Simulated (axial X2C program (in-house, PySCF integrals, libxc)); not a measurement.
**A two-component session on AuAl: properties at the nuclei**

Wanted for AuAl: properties at the nuclei, at the two-component level.

The runs use an in-house X2C program for linear molecules on PySCF integrals; two-component X2C with atomic mean-field terms, Au dyall-cv3z, Al dyall-v3z.

All values are calculated.

## (1) Set-up

Contents of task.json:

```json
{"zs": [79, 13], "q": 0, "bas": ["dyall-cv3z", "dyall-v3z"], "r0": 2.5, "levels": ["PBE0", "HF", "BP86", "TPSSh", "PBE50"], "nst": 3}
```

Keys: zs atomic numbers; q charge; bas basis sets; r0 starting distance in Å; levels methods (HF also brings MP2); nst determinants followed.

Command:

```console
python soeom.py task.json out
```

Nuclei are Gaussian, cores are contracted, and the Gaunt term is on.

## (2) Expectation values, lowest determinant

R = 2.371 Å. State: Ω = 0 (closed shell).

Output of the PBE0 run:

```text
two-component X2C + atomic mean field  PBE0
basis functions 227  fitting functions 1160  grid points 5082
iter        total energy     max residual
   1     -19259.813345846     4.06e-06
   2     -19259.813345844     8.39e-06
converged
one-electron -26843.72028237  Coulomb 7760.54219445  exact exchange -95.51252310  xc functional -292.63219960  nuclear repulsion 229.21341021  atomic mean-field constant -17.70394544
```

The highest occupied spinor is 42% Al p, 35% Au s, 12% Al s.

```csv
level,qzz Au (a.u.),qzz Al (a.u.),μ (D)
PBE0,1.49,-0.99,1.19
HF,0.25,-1.12,-0.07
BP86,1.88,-0.92,1.60
TPSSh,1.62,-0.96,1.08
PBE50,1.05,-1.04,0.76
```

Eeff is the effective electric field on the electron dipole moment in this Ω state and Ws the scalar–pseudoscalar constant (defined with the proton number Z and per Ω); A∥ is the parallel hyperfine constant, which follows by multiplying with the nuclear g factor gI = μI/(I μN); qzz is the electric field gradient, eQq0 = 234.96 MHz × Q/barn × qzz; μ is positive if Al is the positive end. The operators were transformed with the bare-nucleus X2C matrices.

## (3) Expectation values, a higher determinant

R = 2.371 Å. State: Ω = 2 (excess of +ω over −ω: ω = 1/2, ω = 3/2), 1.91 eV above the lowest in the PBE0 search for states (made at or near this distance, with looser thresholds).

Output of the PBE0 run:

```text
two-component X2C + atomic mean field  PBE0
basis functions 227  fitting functions 1160  grid points 5082
iter        total energy     max residual
   1     -19259.743324486     1.50e-05
   2     -19259.743324510     1.78e-05
   3     -19259.743324523     7.41e-06
   4     -19259.743324529     4.38e-06
   5     -19259.743324533     1.29e-06
   6     -19259.743324533     2.69e-07
converged
one-electron -26842.28585431  Coulomb 7759.18770088  exact exchange -95.52256144  xc functional -292.63207443  nuclear repulsion 229.21341021  atomic mean-field constant -17.70394544
```

The highest occupied spinor is 77% Al p, 15% Au p, 5% Au d.

```csv
level,Eeff magnitude (GV/cm),Ws magnitude Au (kHz),A∥/gI Au (MHz),qzz Au (a.u.),A∥/gI Al (MHz),qzz Al (a.u.),μ (D)
PBE0,20.2,11.7,3770,1.54,228,-0.09,-0.13
HF,19.3,11.1,3510,-0.27,218,-0.24,-1.09
BP86,21.8,12.6,3630,2.19,253,-0.05,0.28
TPSSh,20.9,12.1,3570,1.80,249,-0.07,-0.09
PBE50,18.2,10.6,3900,0.90,217,-0.11,-0.48
```

## (4) Expectation values, a higher determinant

R = 2.371 Å. State: Ω = 1 (excess of +ω over −ω: 2 × ω = 1/2), 2.07 eV above the lowest in the PBE0 search for states (made at or near this distance, with looser thresholds).

Output of the PBE0 run:

```text
two-component X2C + atomic mean field  PBE0
basis functions 227  fitting functions 1160  grid points 5082
iter        total energy     max residual
   1     -19259.737154386     2.36e-06
   2     -19259.737154386     1.10e-06
converged
one-electron -26842.02639534  Coulomb 7758.91799430  exact exchange -95.51702899  xc functional -292.62118913  nuclear repulsion 229.21341021  atomic mean-field constant -17.70394544
```

The highest occupied spinor is 70% Al p, 23% Au p, 4% Au d.

```csv
level,Eeff magnitude (GV/cm),Ws magnitude Au (kHz),A∥/gI Au (MHz),qzz Au (a.u.),A∥/gI Al (MHz),qzz Al (a.u.),μ (D)
PBE0,20.3,22.1,10100,1.53,396,-0.18,0.05
HF,11.8,13,10700,0.13,295,-0.31,-0.82
BP86,22.8,24.9,9620,2.11,441,-0.16,0.44
TPSSh,19.8,21.4,9940,1.79,396,-0.17,-0.04
PBE50,17.6,19,10500,0.99,364,-0.20,-0.29
```

## (5) Results

| quantity | value |
| --- | --- |
| lowest determinant | Ω = 0 (closed shell) |
| qzz Au (a.u.), PBE0 | 1.49 |
| qzz Al (a.u.), PBE0 | -0.99 |
| μ (D), PBE0 | 1.19 |
| higher determinant | Ω = 2 (excess of +ω over −ω: ω = 1/2, ω = 3/2) |
| Eeff magnitude (GV/cm), PBE0, higher determinant | 20.2 |
| Ws magnitude Au (kHz), PBE0, higher determinant | 11.7 |
| A∥/gI Au (MHz), PBE0, higher determinant | 3770 |
| qzz Au (a.u.), PBE0, higher determinant | 1.54 |
| higher determinant | Ω = 1 (excess of +ω over −ω: 2 × ω = 1/2) |
| Eeff magnitude (GV/cm), PBE0, higher determinant | 20.3 |
| Ws magnitude Au (kHz), PBE0, higher determinant | 22.1 |
| A∥/gI Au (MHz), PBE0, higher determinant | 10100 |
| qzz Au (a.u.), PBE0, higher determinant | 1.53 |

The expectation values come from single determinants, which for open shells can mix terms of unlike spin or miss the lowest Ω, so a determinant need not be a state. Eeff is the effective electric field on the electron dipole moment in this Ω state and Ws the scalar–pseudoscalar constant (defined with the proton number Z and per Ω); A∥ is the parallel hyperfine constant, which follows by multiplying with the nuclear g factor gI = μI/(I μN); qzz is the electric field gradient, eQq0 = 234.96 MHz × Q/barn × qzz; μ is positive if Al is the positive end. The operators were transformed with the bare-nucleus X2C matrices.
